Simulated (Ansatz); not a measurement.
**CH₄BrInO: up Jacob's ladder to CCSD(T)**

An exercise on one series of results from a longer session: the logs are not shown, and one member is left open.

Computed with Ansatz 0.2.0, Gaussian basis. Level: functionals in def2-TZVPP, the program's frozen cores in correlated methods.

The runs, in order: LDA (SPW92), PBE-D4, revPBE-D4, BLYP-D4, r2SCAN-D4, B97M-V, PBE0-D4, B3LYP-D4, r2SCANh-D4, r2SCAN0-D4, HSE06-D4, BHLYP-D4, CAM-B3LYP-D4, LC-ωPBE, ωB97X-V, ωB97M-V, B2PLYP, PBE-QIDH; CCSD(T)/def2-SVP; CCSD(T)/def2-TZVPP; MP2/def2-QZVPP; extrapolation to the limit; RPA on PBE.

## The relaxed structure

All runs share one geometry, relaxed beforehand with PBE0-D4 in a triple-zeta def2 set. In takes the def2 core potential; no spin-orbit term is included.

8 atoms, charge 0, spin multiplicity 1.

Atoms are counted from 1 here; the program's logs count them from 0.

Bond lengths: C1–In2 2.123 Å, C1–H5 1.090 Å, C1–H6 1.090 Å, C1–H7 1.088 Å, In2–O3 1.976 Å, In2–Br4 2.486 Å, O3–H8 0.961 Å. Angles: In2–C1–H5 109.2°, In2–C1–H6 109.1°, In2–C1–H7 109.4°, H5–C1–H6 109.1°, H5–C1–H7 110.1°, H6–C1–H7 109.9°, C1–In2–O3 125.9°, C1–In2–Br4 124.1°, O3–In2–Br4 110.0°, In2–O3–H8 111.8°.

The first run:

File in.yaml:

```yaml
crystal:
  periodic: [false, false, false]
  atoms:
    - {symbol: C, position_ang: [-0.552802, 1.382809, 0.183223]}
    - {symbol: In, position_ang: [0.087203, -0.622693, -0.094719]}
    - {symbol: O, position_ang: [1.961745, -1.243234, -0.160245]}
    - {symbol: Br, position_ang: [-1.455283, -2.549864, -0.385742]}
    - {symbol: H, position_ang: [-0.088972, 2.015464, -0.573065]}
    - {symbol: H, position_ang: [-0.242343, 1.722340, 1.171225]}
    - {symbol: H, position_ang: [-1.636501, 1.431018, 0.098069]}
    - {symbol: H, position_ang: [2.019154, -2.192942, -0.294646]}
basis:
  gaussian: {orbitals: def2-TZVPP}
hamiltonian: {xc: lda}
output: {orbitals: {seedname: orbitals}}
```

The run is started by

```console
> ansatz run in.yaml --threads 2 --pin off --events-out ev --progress --plain --max-ram 22528MiB --backend cpu
```

Steps of the session up to this table: LDA; PBE-D4 (GGA); revPBE-D4 (GGA); BLYP-D4 (GGA); r2SCAN-D4 (meta-GGA); B97M-V (meta-GGA); PBE0-D4 (hybrid); B3LYP-D4 (hybrid); r2SCANh-D4 (hybrid); r2SCAN0-D4 (hybrid); HSE06-D4 (hybrid); BHLYP-D4 (hybrid); CAM-B3LYP-D4 (range-separated); LC-ωPBE (range-separated); ωB97X-V (range-separated); ωB97M-V (range-separated); B2PLYP (double hybrid); PBE-QIDH (double hybrid).

One table of the session follows, with a row left open; its other results are not shown here.

It belongs to the step «Orbital energies across the functionals». 

| functional | HOMO (eV) | LUMO (eV) | gap (eV) |
| --- | --- | --- | --- |
| LDA (SPW92) | -6.89 | -2.48 | 4.41 |
| PBE-D4 | -6.71 | -2.20 | 4.51 |
| revPBE-D4 | -6.64 | -2.09 | 4.56 |
| BLYP-D4 | -6.54 | -2.18 | 4.36 |
| r2SCAN-D4 | -7.03 | -1.94 | 5.08 |
| B97M-V | -7.08 | -2.06 | 5.01 |
| PBE0-D4 | -8.00 | -1.34 | 6.66 |
| B3LYP-D4 | -7.73 | -1.66 | 6.07 |
| r2SCANh-D4 | -7.50 | -1.64 | 5.87 |
| r2SCAN0-D4 | -8.21 | -1.18 | 7.03 |
| HSE06-D4 | -7.60 | -1.70 | 5.89 |
| BHLYP-D4 | -9.13 | -0.54 | 8.59 |
| CAM-B3LYP-D4 | -9.32 | -0.45 | 8.88 |
| LC-ωPBE | ? | ? | ? |
| ωB97X-V | -10.35 | 0.65 | 11.00 |
| ωB97M-V | -10.22 | 0.35 | 10.57 |

Estimate the missing values for LC-ωPBE.

The run gave: HOMO (eV): -10.72; LUMO (eV): 0.81; gap (eV): 11.53. In the column «HOMO (eV)» it is the lowest.
